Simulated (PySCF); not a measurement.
# Pb(CH3)2H2: how settings move a single point

Which settings matter for Pb(CH3)2H2? Each run alters one on purpose. The structure is generated, not taken from experiment.

Method: TPSS, Pb def2-SVP with ECP60, C def2-SVP, H def2-SVP; scalar-relativistic core potentials, no spin–orbit coupling; program: PySCF 2.14.0.

4 further runs of the same task are left out: 2 for a known fault of the program, 1 that didn't finish, 1 set aside as unsound or not needed.

## 1. The system as given

11 atoms, charge 0, spin multiplicity 1.

Bond lengths: Pb1–C2 2.267 Å, Pb1–C6 2.267 Å, Pb1–H10 1.789 Å, Pb1–H11 1.789 Å, C2–H3 1.101 Å, C2–H4 1.101 Å, C2–H5 1.101 Å, C6–H7 1.101 Å, C6–H8 1.101 Å, C6–H9 1.101 Å. Angles: C2–Pb1–C6 110.7°, C2–Pb1–H10 109.5°, C2–Pb1–H11 109.5°, C6–Pb1–H10 109.5°, C6–Pb1–H11 109.5°, H10–Pb1–H11 108.0°, Pb1–C2–H3 108.9°, Pb1–C2–H4 108.8°, Pb1–C2–H5 108.8°, H3–C2–H4 110.1°, H3–C2–H5 110.1°, H4–C2–H5 110.1°, Pb1–C6–H7 108.9°, Pb1–C6–H8 108.8°, Pb1–C6–H9 108.8°, H7–C6–H8 110.1°, H7–C6–H9 110.1°, H8–C6–H9 110.1°.

As a file:

```xyz
11
C2H8Pb
Pb    0.00000    0.00000   -0.18040
C     1.31862    1.31862    1.10853
H     1.94506    1.94506    0.45432
H     0.67760    1.95426    1.73965
H     1.95426    0.67760    1.73965
C    -1.31862   -1.31862    1.10853
H    -1.94506   -1.94506    0.45432
H    -0.67760   -1.95426    1.73965
H    -1.95426   -0.67760    1.73965
H     1.02355   -1.02355   -1.23152
H    -1.02355    1.02355   -1.23152
```

Formal oxidation states: Pb +4. An earlier session relaxed this geometry at TPSS, Pb def2-SVP with ECP60, C def2-SVP, H def2-SVP (singlet, point group C2v).

The sound run used a (50, 194) grid (finer on f atoms), a threshold of 1e-8 and at most 55 cycles, and ended at -273.733677 Eh.

## 2. Altered run 1

Input file run.py (the lines that set the calculation):

```python
mol = gto.M(atom='''
Pb     0.00000     0.00000    -0.20205
C      1.47685     1.47685     1.24155
H      2.17847     2.17847     0.50884
H      0.75891     2.18877     1.94841
H      2.18877     0.75891     1.94841
C     -1.47685    -1.47685     1.24155
H     -2.17847    -2.17847     0.50884
H     -0.75891    -2.18877     1.94841
H     -2.18877    -0.75891     1.94841
H      1.14637    -1.14637    -1.37930
H     -1.14637     1.14637    -1.37930''',
    basis={'Pb': 'def2-SVP', 'C': 'def2-SVP', 'H': 'def2-SVP'},
    ecp={'Pb': 'def2-SVP'},
    charge=0, spin=0)
mf = dft.RKS(mol, xc='TPSS')
mf.grids.atom_grid = (50, 194)
mf = mf.density_fit()  # fitting sets: Pb def2-universal-JKFIT, C def2-universal-JKFIT, H def2-universal-JKFIT
mf.conv_tol = 1e-08; mf.max_cycle = 55
mf.kernel(dm0)  # dm0: free metal ions and neutral atoms
```

Run with:

```
> OMP_NUM_THREADS=2 python run.py
```

Standard output:

```text
init E= -276.795395154239
  HOMO = -0.202304639262515  LUMO = -0.164598547664921  gap/eV = 1.02604
cycle= 1 E= -271.951567236187  delta_E= 4.84  |g|=    2  |ddm|= 3.57
  HOMO = -0.222617505579968  LUMO = -0.21252405863713  gap/eV = 0.27466
cycle= 2 E= -264.819604726143  delta_E= 7.13  |g|= 4.09  |ddm|=  8.9
  HOMO = -0.239130871230882  LUMO = -0.113897376694331  gap/eV = 3.40778
cycle= 3 E= -273.576395076896  delta_E= -8.76  |g|= 0.418  |ddm|= 7.54
  HOMO = -0.204011036902561  LUMO = -0.0844320063005632  gap/eV = 3.25391
cycle= 4 E= -273.623724864353  delta_E= -0.0473  |g|= 0.264  |ddm|= 0.922
  HOMO = -0.239489009654941  LUMO = -0.107473268567297  gap/eV = 3.59233
cycle= 5 E= -273.648888453726  delta_E= -0.0252  |g|= 0.0564  |ddm|= 0.471
  HOMO = -0.23370094846954  LUMO = -0.102607373667935  gap/eV = 3.56724
cycle= 6 E= -273.649968452183  delta_E= -0.00108  |g|= 0.0139  |ddm|= 0.115
  HOMO = -0.234464701994492  LUMO = -0.102790476114405  gap/eV = 3.58304
cycle= 7 E= -273.650041162491  delta_E= -7.27e-05  |g|= 0.00232  |ddm|= 0.0244
  HOMO = -0.234431882430512  LUMO = -0.103041044107178  gap/eV = 3.57533
cycle= 8 E= -273.650044496585  delta_E= -3.33e-06  |g|= 0.000559  |ddm|= 0.00631
  HOMO = -0.234466823360728  LUMO = -0.103024859048684  gap/eV = 3.57672
cycle= 9 E= -273.650044684668  delta_E= -1.88e-07  |g|= 6e-05  |ddm|= 0.0011
  HOMO = -0.234465168926755  LUMO = -0.103018970210016  gap/eV = 3.57683
cycle= 10 E= -273.650044686604  delta_E= -1.94e-09  |g|= 5.2e-06  |ddm|= 0.000111
  HOMO = -0.234466224954414  LUMO = -0.103019295593127  gap/eV = 3.57685
Extra cycle  E= -273.650044686554  delta_E= 5.09e-11  |g|= 1.31e-05  |ddm|= 2.55e-05
converged SCF energy = -273.650044686554
```

Wall time 5.2 s (2 threads of Arm Neoverse V2, shared host).

Changed: the scale of all coordinates (1.12). It converges in 10 cycles, +2.276 eV from the sound run, with a largest force component of 1.78 eV/Å. The setting is unsound, so these numbers aren't the compound's.

## 3. Altered run 2

Input file run.py (the lines that set the calculation):

```python
mol = gto.M(atom='''
Pb     0.00000     0.00000    -0.18040
C      1.31862     1.31862     1.10853
H      1.94506     1.94506     0.45432
H      0.67760     1.95426     1.73965
H      1.95426     0.67760     1.73965
C     -1.31862    -1.31862     1.10853
H     -1.94506    -1.94506     0.45432
H     -0.67760    -1.95426     1.73965
H     -1.95426    -0.67760     1.73965
H      1.02355    -1.02355    -1.23152
H     -1.02355     1.02355    -1.23152''',
    basis={'Pb': 'def2-SVP', 'C': 'def2-SVP', 'H': 'def2-SVP'},
    ecp={'Pb': 'def2-SVP'},
    charge=0, spin=0)
mf = dft.RKS(mol, xc='TPSS')
mf.grids.atom_grid = (50, 194)
mf = mf.density_fit()  # fitting sets: Pb def2-universal-JKFIT, C def2-universal-JKFIT, H def2-universal-JKFIT
mf.conv_tol = 1e-05; mf.max_cycle = 55
mf.kernel(dm0)  # dm0: free metal ions and neutral atoms
```

Run with:

```
> OMP_NUM_THREADS=2 python run.py
```

Standard output:

```text
init E= -277.35517926714
  HOMO = -0.225541588390511  LUMO = -0.122282643746251  gap/eV = 2.80982
cycle= 1 E= -272.844724374281  delta_E= 4.51  |g|= 1.56  |ddm|= 3.49
  HOMO = -0.0887262962316839  LUMO = -0.0775360368923791  gap/eV = 0.30450
cycle= 2 E= -269.949506647458  delta_E=  2.9  |g|= 2.85  |ddm|= 11.1
  HOMO = -0.240970834786985  LUMO = -0.0398332583035064  gap/eV = 5.47323
cycle= 3 E= -273.725516345061  delta_E= -3.78  |g|= 0.151  |ddm|= 10.6
  HOMO = -0.252065133814138  LUMO = -0.035416736276666  gap/eV = 5.89530
cycle= 4 E= -273.726665533979  delta_E= -0.00115  |g|= 0.139  |ddm|= 0.435
  HOMO = -0.238180501685516  LUMO = -0.0276110632711539  gap/eV = 5.72989
cycle= 5 E= -273.733570738986  delta_E= -0.00691  |g|= 0.019  |ddm|= 0.245
  HOMO = -0.241395094271066  LUMO = -0.0307236562200437  gap/eV = 5.73266
cycle= 6 E= -273.733670097675  delta_E= -9.94e-05  |g|= 0.00438  |ddm|= 0.0376
  HOMO = -0.241335610021299  LUMO = -0.0304626836987616  gap/eV = 5.73814
cycle= 7 E= -273.733676999795  delta_E= -6.9e-06  |g|= 0.00041  |ddm|= 0.00721
  HOMO = -0.241309144604161  LUMO = -0.0304096401685197  gap/eV = 5.73887
Extra cycle  E= -273.733677000731  delta_E= -9.36e-10  |g|= 0.000425  |ddm|= 0.00127
converged SCF energy = -273.733677000731
```

Run time: 4.5 s. Hardware: 2 threads of Arm Neoverse V2, shared host.

Changed: the SCF threshold (1e-05). It converges in 7 cycles, at the sound run's energy within 0.001 eV, with a largest force component of 0.00 eV/Å. The result survives the change.

## 4. Altered run 3

Edit run.py (the lines that set the calculation) of step 3 so:

```diff
@@ -18,3 +18,3 @@
 mf = mf.density_fit()  # fitting sets: Pb def2-universal-JKFIT, C def2-universal-JKFIT, H def2-universal-JKFIT
-mf.conv_tol = 1e-05; mf.max_cycle = 55
-mf.kernel(dm0)  # dm0: free metal ions and neutral atoms
+mf.conv_tol = 1e-08; mf.max_cycle = 55
+mf.kernel(dm0)  # dm0: smeared density
```

Run with:

```
> OMP_NUM_THREADS=2 python run.py
```

Standard output:

```text
init E= -273.70804712032
  HOMO = -0.242865305221491  LUMO = -0.0318379623266178  gap/eV = 5.74235
cycle= 1 E= -273.733668880892  delta_E= -0.0256  |g|= 0.00472  |ddm|= 0.263
  HOMO = -0.240326473976264  LUMO = -0.0298467148265207  gap/eV = 5.72745
cycle= 2 E= -273.733656287133  delta_E= 1.26e-05  |g|= 0.00819  |ddm|= 0.0169
  HOMO = -0.24119520395152  LUMO = -0.030301706915683  gap/eV = 5.73870
cycle= 3 E= -273.733676969716  delta_E= -2.07e-05  |g|= 0.000426  |ddm|= 0.00957
  HOMO = -0.24131842324695  LUMO = -0.0304475451421684  gap/eV = 5.73809
cycle= 4 E= -273.733677021076  delta_E= -5.14e-08  |g|= 0.000308  |ddm|= 0.0015
  HOMO = -0.24130096107479  LUMO = -0.0304201537903399  gap/eV = 5.73836
cycle= 5 E= -273.733677052206  delta_E= -3.11e-08  |g|= 3.58e-05  |ddm|= 0.000558
  HOMO = -0.24130441205163  LUMO = -0.0304192547991597  gap/eV = 5.73848
cycle= 6 E= -273.733677052658  delta_E= -4.52e-10  |g|= 1.24e-05  |ddm|= 8.87e-05
  HOMO = -0.241301697896406  LUMO = -0.0304188616851295  gap/eV = 5.73841
Extra cycle  E= -273.733677052622  delta_E= 3.56e-11  |g|= 1.63e-05  |ddm|= 5.15e-05
converged SCF energy = -273.733677052622
```

Wall time 4.2 s (2 threads of Arm Neoverse V2, shared host).

Changed: the starting guess (smeared density). It converges in 6 cycles, at the sound run's energy within 0.001 eV, with a largest force component of 0.00 eV/Å. The result survives the change.

## 5. Altered run 4

Edit run.py (the lines that set the calculation) of step 4 so:

```diff
@@ -16,5 +16,5 @@
 mf = dft.RKS(mol, xc='TPSS')
-mf.grids.atom_grid = (50, 194)
+mf.grids.atom_grid = (15, 26)
 mf = mf.density_fit()  # fitting sets: Pb def2-universal-JKFIT, C def2-universal-JKFIT, H def2-universal-JKFIT
 mf.conv_tol = 1e-08; mf.max_cycle = 55
-mf.kernel(dm0)  # dm0: smeared density
+mf.kernel(dm0)  # dm0: free metal ions and neutral atoms
```

Run with:

```
> OMP_NUM_THREADS=2 python run.py
```

Standard output:

```text
init E= -277.230361946941
  HOMO = -0.226610236060353  LUMO = -0.122116316183631  gap/eV = 2.84342
cycle= 1 E= -272.739103832706  delta_E= 4.49  |g|= 1.56  |ddm|=  3.5
  HOMO = -0.0887993097949053  LUMO = -0.0842228970263925  gap/eV = 0.12453
cycle= 2 E= -269.859617081709  delta_E= 2.88  |g|= 2.86  |ddm|= 10.5
  HOMO = -0.246242137098751  LUMO = -0.0436377291153836  gap/eV = 5.51315
cycle= 3 E= -273.604050043338  delta_E= -3.74  |g|= 0.153  |ddm|=   10
  HOMO = -0.25914200092497  LUMO = -0.0435516382532093  gap/eV = 5.86651
cycle= 4 E= -273.605087514695  delta_E= -0.00104  |g|= 0.141  |ddm|= 0.432
  HOMO = -0.244987968658323  LUMO = -0.034962126942311  gap/eV = 5.71509
cycle= 5 E= -273.612212960827  delta_E= -0.00713  |g|= 0.0196  |ddm|= 0.248
  HOMO = -0.248245139227819  LUMO = -0.0381046019771247  gap/eV = 5.71822
cycle= 6 E= -273.612317978503  delta_E= -0.000105  |g|= 0.00458  |ddm|= 0.038
  HOMO = -0.248206575020756  LUMO = -0.0378510851016465  gap/eV = 5.72406
cycle= 7 E= -273.612325525753  delta_E= -7.55e-06  |g|= 0.0004  |ddm|= 0.0075
  HOMO = -0.248193012928397  LUMO = -0.0378269493372656  gap/eV = 5.72435
cycle= 8 E= -273.612325571713  delta_E= -4.6e-08  |g|= 0.000138  |ddm|= 0.000749
  HOMO = -0.248174671375079  LUMO = -0.0378108283215948  gap/eV = 5.72429
cycle= 9 E= -273.612325577187  delta_E= -5.47e-09  |g|= 1.21e-05  |ddm|= 0.000164
  HOMO = -0.248177361596882  LUMO = -0.0378149536597174  gap/eV = 5.72425
Extra cycle  E= -273.612325577172  delta_E= 1.52e-11  |g|= 1.51e-05  |ddm|= 5.39e-05
converged SCF energy = -273.612325577172
```

It took 2.1 s on 2 threads of Arm Neoverse V2, shared host.

Changed: the integration grid, to (15, 26). It converges in 9 cycles, +3.302 eV from the sound run, with a largest force component of 0.55 eV/Å. The setting is unsound, so these numbers aren't the compound's.

## 6. Results

| run | changed | ending | energy change (eV) | cycles | time | usable |
| --- | --- | --- | --- | --- | --- | --- |
| 1 | the scale of all coordinates | converged | +2.276 | 10 | 5.2 s | no |
| 2 | the SCF threshold | converged | 0.000 | 7 | 4.5 s | yes |
| 3 | the starting guess | converged | 0.000 | 6 | 4.2 s | yes |
| 4 | the integration grid | converged | +3.302 | 9 | 2.1 s | no |

2 of 4 altered runs give a usable result. 2 ended normally with numbers unfit to quote.
